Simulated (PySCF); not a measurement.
# Re, Re⁺, Re²⁺, Re³⁺: ionisation energies in aug-cc-pwCVDZ-PP with ECP60

Wanted: the ionisation energy of rhenium, up a ladder of methods.

Method: unrestricted determinants in a Gaussian basis, no spin-orbit coupling in the energies. Code: PySCF 2.14.0.

## (1) The atom as given

```
Element                                   : rhenium (Z = 75)
Basis                                     : aug-cc-pwCVDZ-PP with ECP60MDF (6s6p5d3f, 70 functions)
Hamiltonian                               : scalar relativity through the core potential
State 1                                   : Re: [Xe] 4f14 5d5 6s2, high-spin 6S determinant
State 2                                   : Re⁺: [Xe] 4f14 5d5 6s1, high-spin 7S determinant
State 3                                   : Re²⁺: [Xe] 4f14 5d5, high-spin 6S determinant
State 4                                   : Re³⁺: [Xe] 4f14 5d4, high-spin 5D determinant
Methods                                   : CCSD(T)
Core shells frozen in the correlated runs : valence and next inner shell: nothing (for Re)
```

Outer shells as boxes (Hund's rule):

Re [Xe] 4f14 5d5 6s2
```
[Xe] core
4f [↑↓][↑↓][↑↓][↑↓][↑↓][↑↓][↑↓]
5d [↑ ][↑ ][↑ ][↑ ][↑ ]
6s [↑↓]
```

Re+ [Xe] 4f14 5d5 6s1
```
[Xe] core
4f [↑↓][↑↓][↑↓][↑↓][↑↓][↑↓][↑↓]
5d [↑ ][↑ ][↑ ][↑ ][↑ ]
6s [↑ ]
```

Re2+ [Xe] 4f14 5d5
```
[Xe] core
4f [↑↓][↑↓][↑↓][↑↓][↑↓][↑↓][↑↓]
5d [↑ ][↑ ][↑ ][↑ ][↑ ]
```

Re3+ [Xe] 4f14 5d4
```
[Xe] core
4f [↑↓][↑↓][↑↓][↑↓][↑↓][↑↓][↑↓]
5d [↑ ][↑ ][↑ ][↑ ][  ]
```

The runs were made by one driver on top of PySCF. The scripts below sum up each run's settings (the driver also hands on starting orbitals that pick excited configurations, and frozen orbitals as a list rather than a count), and the logs come from the driver's own runs. The driver starts from symmetry-adapted Hartree-Fock orbitals, holds the occupation by maximum overlap and uses a logarithmic radial grid for functionals, so a plain start would take other cycles.

The integrals over 70 functions and the set-up took 0.36 s of CPU time.

## (2) Re: CCSD(T) (valence and next inner shell)

**CCSD(T) (valence and next inner shell)**

input.py

```python
from pyscf import gto, scf, dft, mp, cc
import basis_set_exchange as bse
txt = bse.get_basis("aug-cc-pwCVDZ-PP", elements=["Re"], fmt="nwchem", header=False)
cut = txt.index("\nECP")
mol = gto.M(atom="Re 0 0 0", charge=0, spin=5, symmetry="D2h",
            basis=gto.basis.parse(txt[:cut]),
            ecp={"Re": gto.basis.parse_ecp(txt[cut:])})
mf = scf.UHF(mol)
mf.irrep_nelec = {'Ag': (4, 2), 'B1g': (1, 0), 'B2g': (1, 0), 'B3g': (1, 0), 'B1u': (1, 1), 'B2u': (1, 1), 'B3u': (1, 1)}
mf.kernel()
mycc = cc.CCSD(mf, frozen=0).run()
mycc.ccsd_t()
```

Log:

```text
CC2 = 0
CCSD nocc = (np.int64(10), np.int64(5)), nmo = (70, 70)
frozen orbitals [[], []]
max_cycle = 100
direct = 0
conv_tol = 1e-08
conv_tol_normt = 1e-06
diis_space = 8
diis_start_cycle = 0
Init t2, MP2 energy = -0.371825201212219
Init E_corr(UCCSD) = -0.371825201344707
cycle = 1  E_corr(UCCSD) = -0.357996509804614  dE = 0.0138286915  norm(t1,t2) = 0.0892996
cycle = 2  E_corr(UCCSD) = -0.366815402011143  dE = -0.00881889221  norm(t1,t2) = 0.0282253
cycle = 3  E_corr(UCCSD) = -0.367445861480001  dE = -0.000630459469  norm(t1,t2) = 0.0155313
cycle = 4  E_corr(UCCSD) = -0.368525596565647  dE = -0.00107973509  norm(t1,t2) = 0.00377148
cycle = 5  E_corr(UCCSD) = -0.368442170370281  dE = 8.34261954e-05  norm(t1,t2) = 0.00124678
cycle = 6  E_corr(UCCSD) = -0.368468432212606  dE = -2.62618423e-05  norm(t1,t2) = 0.000444249
cycle = 7  E_corr(UCCSD) = -0.368475344012693  dE = -6.91180009e-06  norm(t1,t2) = 0.000153475
cycle = 8  E_corr(UCCSD) = -0.368472091851166  dE = 3.25216153e-06  norm(t1,t2) = 5.50892e-05
cycle = 9  E_corr(UCCSD) = -0.368472069558718  dE = 2.22924477e-08  norm(t1,t2) = 1.64201e-05
cycle = 10  E_corr(UCCSD) = -0.368472266160936  dE = -1.96602218e-07  norm(t1,t2) = 5.61387e-06
cycle = 11  E_corr(UCCSD) = -0.368472224295037  dE = 4.18658985e-08  norm(t1,t2) = 1.41694e-06
cycle = 12  E_corr(UCCSD) = -0.368472197769585  dE = 2.65254521e-08  norm(t1,t2) = 4.06986e-07
cycle = 13  E_corr(UCCSD) = -0.368472203520623  dE = -5.7510382e-09  norm(t1,t2) = 1.52782e-07
UCCSD converged
E(UCCSD) = -78.20438991829339  E_corr = -0.3684722035206234
UCCSD(T) correction = -0.0113203995452795
```

CPU time 29 s on a shared host, the integrals not counted.

CCSD correlation -0.36847 hartree, triples -0.01132; total -78.215710. T1 = 0.021, largest double amplitude 0.043.

## (3) Re⁺: CCSD(T) (valence and next inner shell)

**CCSD(T) (valence and next inner shell)**

input.py

```python
from pyscf import gto, scf, dft, mp, cc
import basis_set_exchange as bse
txt = bse.get_basis("aug-cc-pwCVDZ-PP", elements=["Re"], fmt="nwchem", header=False)
cut = txt.index("\nECP")
mol = gto.M(atom="Re 0 0 0", charge=1, spin=6, symmetry="D2h",
            basis=gto.basis.parse(txt[:cut]),
            ecp={"Re": gto.basis.parse_ecp(txt[cut:])})
mf = scf.UHF(mol)
mf.irrep_nelec = {'Ag': (4, 1), 'B1g': (1, 0), 'B2g': (1, 0), 'B3g': (1, 0), 'B1u': (1, 1), 'B2u': (1, 1), 'B3u': (1, 1)}
mf.kernel()
mycc = cc.CCSD(mf, frozen=0).run()
mycc.ccsd_t()
```

Log:

```text
CC2 = 0
CCSD nocc = (np.int64(10), np.int64(4)), nmo = (70, 70)
frozen orbitals [[], []]
max_cycle = 100
direct = 0
conv_tol = 1e-08
conv_tol_normt = 1e-06
diis_space = 8
diis_start_cycle = 0
Init t2, MP2 energy = -0.315277398760826
Init E_corr(UCCSD) = -0.315277398761593
cycle = 1  E_corr(UCCSD) = -0.309636330586743  dE = 0.00564106817  norm(t1,t2) = 0.0355172
cycle = 2  E_corr(UCCSD) = -0.3133030640653  dE = -0.00366673348  norm(t1,t2) = 0.00840161
cycle = 3  E_corr(UCCSD) = -0.313591203206723  dE = -0.000288139141  norm(t1,t2) = 0.00336198
cycle = 4  E_corr(UCCSD) = -0.313725373220067  dE = -0.000134170013  norm(t1,t2) = 0.000572083
cycle = 5  E_corr(UCCSD) = -0.313702914246466  dE = 2.24589736e-05  norm(t1,t2) = 0.000112761
cycle = 6  E_corr(UCCSD) = -0.313700652317138  dE = 2.26192933e-06  norm(t1,t2) = 1.31062e-05
cycle = 7  E_corr(UCCSD) = -0.313701377612698  dE = -7.2529556e-07  norm(t1,t2) = 3.63821e-06
cycle = 8  E_corr(UCCSD) = -0.313701373225202  dE = 4.38749564e-09  norm(t1,t2) = 4.93561e-07
UCCSD converged
E(UCCSD) = -77.93184713718074  E_corr = -0.313701373225202
UCCSD(T) correction = -0.00615999540107945
```

It used 23 s of CPU time after the integrals (shared host).

CCSD correlation -0.31370 hartree, triples -0.00616; total -77.938007. T1 = 0.006, largest double amplitude 0.019.

## (4) Re²⁺, at CCSD(T) (valence and next inner shell)

**CCSD(T) (valence and next inner shell)**

input.py

```python
from pyscf import gto, scf, dft, mp, cc
import basis_set_exchange as bse
txt = bse.get_basis("aug-cc-pwCVDZ-PP", elements=["Re"], fmt="nwchem", header=False)
cut = txt.index("\nECP")
mol = gto.M(atom="Re 0 0 0", charge=2, spin=5, symmetry="D2h",
            basis=gto.basis.parse(txt[:cut]),
            ecp={"Re": gto.basis.parse_ecp(txt[cut:])})
mf = scf.UHF(mol)
mf.irrep_nelec = {'Ag': (3, 1), 'B1g': (1, 0), 'B2g': (1, 0), 'B3g': (1, 0), 'B1u': (1, 1), 'B2u': (1, 1), 'B3u': (1, 1)}
mf.kernel()
mycc = cc.CCSD(mf, frozen=0).run()
mycc.ccsd_t()
```

Log:

```text
CC2 = 0
CCSD nocc = (np.int64(9), np.int64(4)), nmo = (70, 70)
frozen orbitals [[], []]
max_cycle = 100
direct = 0
conv_tol = 1e-08
conv_tol_normt = 1e-06
diis_space = 8
diis_start_cycle = 0
Init t2, MP2 energy = -0.27806686043436
Init E_corr(UCCSD) = -0.278066860437026
cycle = 1  E_corr(UCCSD) = -0.278666391807656  dE = -0.000599531371  norm(t1,t2) = 0.0241448
cycle = 2  E_corr(UCCSD) = -0.281055667985234  dE = -0.00238927618  norm(t1,t2) = 0.00528829
cycle = 3  E_corr(UCCSD) = -0.281386682602158  dE = -0.000331014617  norm(t1,t2) = 0.00182597
cycle = 4  E_corr(UCCSD) = -0.281422977566239  dE = -3.62949641e-05  norm(t1,t2) = 0.000279764
cycle = 5  E_corr(UCCSD) = -0.281410437420907  dE = 1.25401453e-05  norm(t1,t2) = 6.9906e-05
cycle = 6  E_corr(UCCSD) = -0.281410036228209  dE = 4.01192698e-07  norm(t1,t2) = 5.76643e-06
cycle = 7  E_corr(UCCSD) = -0.281410319471024  dE = -2.83242815e-07  norm(t1,t2) = 1.09246e-06
cycle = 8  E_corr(UCCSD) = -0.281410305862634  dE = 1.36083902e-08  norm(t1,t2) = 1.54236e-07
cycle = 9  E_corr(UCCSD) = -0.281410303968819  dE = 1.89381466e-09  norm(t1,t2) = 2.31245e-08
UCCSD converged
E(UCCSD) = -77.32120305283965  E_corr = -0.2814103039688193
UCCSD(T) correction = -0.00462061484420814
```

CPU time 19 s on a shared host, the integrals not counted.

CCSD correlation -0.28141 hartree, triples -0.00462; total -77.325824. T1 = 0.003, largest double amplitude 0.019.

## (5) Re³⁺: CCSD(T) (valence and next inner shell)

**CCSD(T) (valence and next inner shell)**

input.py

```python
from pyscf import gto, scf, dft, mp, cc
import basis_set_exchange as bse
txt = bse.get_basis("aug-cc-pwCVDZ-PP", elements=["Re"], fmt="nwchem", header=False)
cut = txt.index("\nECP")
mol = gto.M(atom="Re 0 0 0", charge=3, spin=4, symmetry="D2h",
            basis=gto.basis.parse(txt[:cut]),
            ecp={"Re": gto.basis.parse_ecp(txt[cut:])})
mf = scf.UHF(mol)
mf.irrep_nelec = {'Ag': (2, 1), 'B1g': (1, 0), 'B2g': (1, 0), 'B3g': (1, 0), 'B1u': (1, 1), 'B2u': (1, 1), 'B3u': (1, 1)}
mf.kernel()
mycc = cc.CCSD(mf, frozen=0).run()
mycc.ccsd_t()
```

Log:

```text
CC2 = 0
CCSD nocc = (np.int64(8), np.int64(4)), nmo = (70, 70)
frozen orbitals [[], []]
max_cycle = 100
direct = 0
conv_tol = 1e-08
conv_tol_normt = 1e-06
diis_space = 8
diis_start_cycle = 0
Init t2, MP2 energy = -0.250458973355963
Init E_corr(UCCSD) = -0.250458973356068
cycle = 1  E_corr(UCCSD) = -0.255876582099092  dE = -0.00541760874  norm(t1,t2) = 0.0208325
cycle = 2  E_corr(UCCSD) = -0.257926240261632  dE = -0.00204965816  norm(t1,t2) = 0.00458695
cycle = 3  E_corr(UCCSD) = -0.258333315920801  dE = -0.000407075659  norm(t1,t2) = 0.0016538
cycle = 4  E_corr(UCCSD) = -0.258335328521987  dE = -2.01260119e-06  norm(t1,t2) = 0.000716831
cycle = 5  E_corr(UCCSD) = -0.258316029448286  dE = 1.92990737e-05  norm(t1,t2) = 0.000427749
cycle = 6  E_corr(UCCSD) = -0.258325556084508  dE = -9.52663622e-06  norm(t1,t2) = 9.21168e-05
cycle = 7  E_corr(UCCSD) = -0.258325505906922  dE = 5.01775861e-08  norm(t1,t2) = 9.49518e-06
cycle = 8  E_corr(UCCSD) = -0.258325268654008  dE = 2.37252914e-07  norm(t1,t2) = 1.7758e-06
cycle = 9  E_corr(UCCSD) = -0.258325305831703  dE = -3.71776949e-08  norm(t1,t2) = 4.05646e-07
cycle = 10  E_corr(UCCSD) = -0.258325305919322  dE = -8.76192452e-11  norm(t1,t2) = 6.42521e-08
UCCSD converged
E(UCCSD) = -76.29620166471119  E_corr = -0.258325305919322
UCCSD(T) correction = -0.00378569643100526
```

It used 17 s of CPU time after the integrals (shared host).

CCSD correlation -0.25833 hartree, triples -0.00379; total -76.299987. T1 = 0.003, largest double amplitude 0.022.

Spin-orbit coupling, absent here, splits the open shell strongly.

## (6) The energy differences

Ionisation energy: Re [Xe] 4f14 5d5 6s2 (6S) → Re⁺ [Xe] 4f14 5d5 6s1 (7S).

```csv
method,value (eV),error (eV)
UHF,5.926,-1.908
MP2 (valence and next inner shell),7.465,-0.369
SCS-MP2 (valence and next inner shell),7.597,-0.236
CCSD (valence and next inner shell),7.416,-0.417
CCSD(T) (valence and next inner shell),7.557,-0.277
```

Reference: 7.834 eV (measured; NIST levels, between the centres of gravity of the two terms). Errors of the correlated levels include the incompleteness of this basis.

Ionisation energy: Re⁺ [Xe] 4f14 5d5 6s1 (7S) → Re²⁺ [Xe] 4f14 5d5 (6S).

```
                                method  value (eV)  less the reference (eV)
                                   UHF      15.738                   -0.862
    MP2 (valence and next inner shell)      16.750                   +0.150
SCS-MP2 (valence and next inner shell)      16.343                   -0.257
   CCSD (valence and next inner shell)      16.616                   +0.016
CCSD(T) (valence and next inner shell)      16.658                   +0.058
```

Reference: 16.6 ± 0.5 eV (semi-empirical (NIST evaluation); NIST Atomic Spectra Database, ionization energies). Errors of the correlated levels include the incompleteness of this basis.

Ionisation energy: Re²⁺ [Xe] 4f14 5d5 (6S) → Re³⁺ [Xe] 4f14 5d4 (5D).

```
                                method  value (eV)  less the reference (eV)
                                   UHF      27.264                   +0.264
    MP2 (valence and next inner shell)      28.015                   +1.015
SCS-MP2 (valence and next inner shell)      27.699                   +0.699
   CCSD (valence and next inner shell)      27.892                   +0.892
CCSD(T) (valence and next inner shell)      27.914                   +0.914
```

Reference: 27 ± 1.6 eV (theoretical estimate listed by NIST; NIST Atomic Spectra Database, ionization energies). The reference lies between the lowest fine-structure levels, while these numbers refer to the centres of the terms. Errors of the correlated levels include the incompleteness of this basis.

The runs at UHF, MP2 (valence and next inner shell) are not shown; their differences are listed all the same.

## (7) Outcome

| quantity | value |
| --- | --- |
| ionisation energy, Re | UHF 5.926, CCSD(T) (valence and next inner shell) 7.557 eV; reference 7.834 |
| ionisation energy, Re⁺ | UHF 15.738, CCSD(T) (valence and next inner shell) 16.658 eV; reference 16.6 ± 0.5 |
| ionisation energy, Re²⁺ | UHF 27.264, CCSD(T) (valence and next inner shell) 27.914 eV; reference 27 ± 1.6 |

Accuracy by level (over 1 difference):

```
                                method  mean absolute miss against the measured value (with the measured fine structure taken into account where it is known) (eV)
                                   UHF                                                                                                                       1.908
    MP2 (valence and next inner shell)                                                                                                                       0.369
SCS-MP2 (valence and next inner shell)                                                                                                                       0.236
   CCSD (valence and next inner shell)                                                                                                                       0.417
CCSD(T) (valence and next inner shell)                                                                                                                       0.277
```

What this shows: SCS-MP2 (valence and next inner shell) lands nearest to the measured value (off by 0.24 eV); UHF misses by most (1.91 eV). Hartree-Fock falls short because the species with more electrons holds more correlation energy, which it lacks. The basis is finite, and no extrapolation was made.
